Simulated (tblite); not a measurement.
# C5H9AlF2Si: the cost of one run

Computed with tblite 0.8.0 and PySCF 2.14.0, with density-fitted response routines of our own, on a single molecule in the gas phase. Atoms count from 0, in the outputs and in this text.

### Step 1. The starting structure

18 atoms, charge 0, multiplicity 1; geometry from: force field or distance geometry start.

Bonds of the start (Å): F0–Al1 1.82, Al1–F2 1.81, Al1–C3 1.98, C3–C4 1.51, C4–C5 1.47, C5–Si6 1.87, Si6–C7 1.85, C7–C8 1.47, C8–C3 1.49, C8–C4 1.44, C3–H9 1.13, C4–H10 1.12, C5–H11 1.12, C5–H12 1.09, Si6–H13 1.46, Si6–H14 1.45, C7–H15 1.10, C7–H16 1.12, C8–H17 1.12.

### Step 2. Optimising the geometry with GFN2-xTB

What the job is given:

```
{"job": {"kind": "relax", "xc": "GFN2-xTB", "basis": "xTB"}, "charge": 0, "multiplicity": 1}
F      3.866300     0.076400     1.815700
Al     2.687200    -1.048300     1.003100
F      3.361400    -1.976100    -0.399200
C      0.822400    -0.392300     0.851500
C      0.563000     0.310700    -0.457900
C     -0.260700     1.523400    -0.305600
Si    -1.989000     0.857800    -0.581000
C     -1.559100    -0.879000    -0.092000
C     -0.091700    -0.945500    -0.187600
H      0.341500     0.030100     1.776700
H      1.412300     0.286400    -1.192300
H     -0.190300     1.875600     0.750300
H     -0.024400     2.301200    -1.033900
H     -2.919400     1.483000     0.348900
H     -2.359900     1.018900    -1.975900
H     -2.119300    -1.652700    -0.640100
H     -1.847100    -0.988800     0.984500
H      0.298000    -1.874500    -0.676800
```

Launch:

```sh
OMP_NUM_THREADS=1 python probes_run.py task.json out
```

One launch serves the whole session: the jobs run in the order shown.

Q: Estimate the wall time and peak memory of this first job on 1 thread of Arm Neoverse N1, shared host.

About 1.7 s, with a peak of 0.18 GiB.
